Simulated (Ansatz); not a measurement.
# Si₆H₁₂: vertical ionisation energy

The task here is to estimate one member of a computed series from the others.

Method: unrestricted cation, the program's frozen cores in correlated methods; program: Ansatz 0.2.0, Gaussian basis.

Plan: UKS PBE-D4/def2-TZVPP; UKS r2SCAN-D4/def2-TZVPP; UKS PBE0-D4/def2-TZVPP; UKS B3LYP-D4/def2-TZVPP; UKS wB97X-V/def2-TZVPP; UKS wB97M-V/def2-TZVPP; UKS B2PLYP/def2-TZVPP; UHF-CCSD(T)/def2-TZVPP; UHF-MP2/def2-QZVPP; extrapolation to the limit; then −ε(HOMO) from the neutral's earlier runs with LDA (SPW92), PBE-D4, revPBE-D4, BLYP-D4, r2SCAN-D4, B97M-V, PBE0-D4, B3LYP-D4, r2SCANh-D4, r2SCAN0-D4, HSE06-D4, BHLYP-D4, CAM-B3LYP-D4, LC-ωPBE, ωB97X-V, ωB97M-V.

## The geometry

An earlier PBE0-D4 in a triple-zeta def2 set relaxation fixed the geometry.

SMILES `[SiH2]1[SiH2][SiH2][SiH2][SiH2][SiH2]1`, 18 atoms, charge 0, spin multiplicity 1.

Atoms are counted from 1 here; the program's logs count them from 0.

Bond lengths: Si1–Si2 2.345 Å, Si1–Si6 2.338 Å, Si1–H7 1.490 Å, Si1–H8 1.491 Å, Si2–Si3 2.345 Å, Si2–H9 1.490 Å, Si2–H10 1.490 Å, Si3–Si4 2.338 Å, Si3–H11 1.490 Å, Si3–H12 1.491 Å, Si4–Si5 2.345 Å, Si4–H13 1.490 Å, Si4–H14 1.491 Å, Si5–Si6 2.345 Å, Si5–H15 1.490 Å, Si5–H16 1.490 Å, Si6–H17 1.491 Å, Si6–H18 1.490 Å. Angles: Si2–Si1–Si6 108.1°, Si2–Si1–H7 110.7°, Si2–Si1–H8 109.0°, Si6–Si1–H7 112.4°, Si6–Si1–H8 108.5°, H7–Si1–H8 108.2°, Si1–Si2–Si3 110.2°, Si1–Si2–H9 109.3°, Si1–Si2–H10 109.8°, Si3–Si2–H9 109.9°, Si3–Si2–H10 109.3°, H9–Si2–H10 108.2°, Si2–Si3–Si4 108.1°, Si2–Si3–H11 110.7°, Si2–Si3–H12 109.0°, Si4–Si3–H11 112.4°, Si4–Si3–H12 108.5°, H11–Si3–H12 108.2° and more.

Coordinates:

```
atom     x (Å)     y (Å)     z (Å)
 Si1   0.03546   2.05471  -0.63604
 Si2   2.07542   0.97260  -0.22670
 Si3   1.69858  -1.24176   0.44726
 Si4  -0.18975  -2.03128  -0.68191
 Si5  -2.07503  -0.97334   0.22699
 Si6  -1.54448   1.21862   0.87026
  H7   0.19363   3.53207  -0.53013
  H8  -0.41422   1.73265  -2.02031
  H9   2.81752   1.70608   0.83700
 H10   2.90703   0.97645  -1.46307
 H11   2.90315  -2.08070   0.19427
 H12   1.41669  -1.26109   1.91092
 H13  -0.32491  -3.51217  -0.59526
 H14  -0.07117  -1.65788  -2.12019
 H15  -2.55155  -1.74592   1.40861
 H16  -3.17157  -0.93928  -0.78128
 H17  -0.93293   1.18970   2.22942
 H18  -2.77187   2.06052   0.93015
```

The first run:

Input file in.yaml:

```yaml
crystal:
  periodic: [false, false, false]
  atoms:
    - {symbol: Si, position_ang: [0.035459, 2.054713, -0.636045]}
    - {symbol: Si, position_ang: [2.075420, 0.972604, -0.226704]}
    - {symbol: Si, position_ang: [1.698581, -1.241758, 0.447261]}
    - {symbol: Si, position_ang: [-0.189750, -2.031282, -0.681910]}
    - {symbol: Si, position_ang: [-2.075025, -0.973339, 0.226990]}
    - {symbol: Si, position_ang: [-1.544483, 1.218624, 0.870261]}
    - {symbol: H, position_ang: [0.193631, 3.532074, -0.530131]}
    - {symbol: H, position_ang: [-0.414223, 1.732653, -2.020308]}
    - {symbol: H, position_ang: [2.817520, 1.706082, 0.837003]}
    - {symbol: H, position_ang: [2.907027, 0.976452, -1.463071]}
    - {symbol: H, position_ang: [2.903152, -2.080701, 0.194274]}
    - {symbol: H, position_ang: [1.416687, -1.261094, 1.910924]}
    - {symbol: H, position_ang: [-0.324914, -3.512171, -0.595261]}
    - {symbol: H, position_ang: [-0.071169, -1.657880, -2.120185]}
    - {symbol: H, position_ang: [-2.551548, -1.745918, 1.408615]}
    - {symbol: H, position_ang: [-3.171573, -0.939276, -0.781276]}
    - {symbol: H, position_ang: [-0.932933, 1.189696, 2.229419]}
    - {symbol: H, position_ang: [-2.771868, 2.060521, 0.930154]}
basis:
  gaussian: {orbitals: def2-TZVPP}
total_charge: 1
magnetization: {spin_polarized: true, initial_magnetization: 1}
hamiltonian: {xc: pbe, dispersion: d4}
```

Among the steps run: Cation, UKS PBE-D4/def2-TZVPP; Cation, UKS r2SCAN-D4/def2-TZVPP; Cation, UKS PBE0-D4/def2-TZVPP; Cation, UKS B3LYP-D4/def2-TZVPP; Cation, UKS wB97X-V/def2-TZVPP; Cation, UKS wB97M-V/def2-TZVPP; Cation, UKS B2PLYP (frozen core)/def2-TZVPP; Cation, UHF-CCSD(T)/def2-TZVPP; Cation, UHF-MP2/def2-QZVPP.

One of the session's tables, all rows but one given; the rest of the session is left out.

For comparison, −ε(HOMO) of the neutral from earlier runs:

| functional | −ε(HOMO) (eV) |
| --- | --- |
| LDA (SPW92) | 6.73 |
| PBE-D4 | 6.66 |
| revPBE-D4 | 6.63 |
| BLYP-D4 | ? |
| r2SCAN-D4 | 6.90 |
| B97M-V | 7.05 |
| PBE0-D4 | 7.69 |
| B3LYP-D4 | 7.51 |
| r2SCANh-D4 | 7.27 |
| r2SCAN0-D4 | 7.84 |
| HSE06-D4 | 7.30 |
| BHLYP-D4 | 8.63 |
| CAM-B3LYP-D4 | 8.90 |
| LC-ωPBE | 10.15 |
| ωB97X-V | 9.86 |
| ωB97M-V | 9.62 |

Q: Estimate the row for BLYP-D4 from the others.

Worked estimate for «−ε(HOMO) (eV)». Against the share of exact exchange, B3LYP-D4 (0.2, 7.51), BHLYP-D4 (0.5, 8.63) give a slope of 3.73 per unit share; at 0 the line stands at 6.76.

The run gave: −ε(HOMO) (eV): 6.52. In «−ε(HOMO) (eV)» the line misses by +0.24.
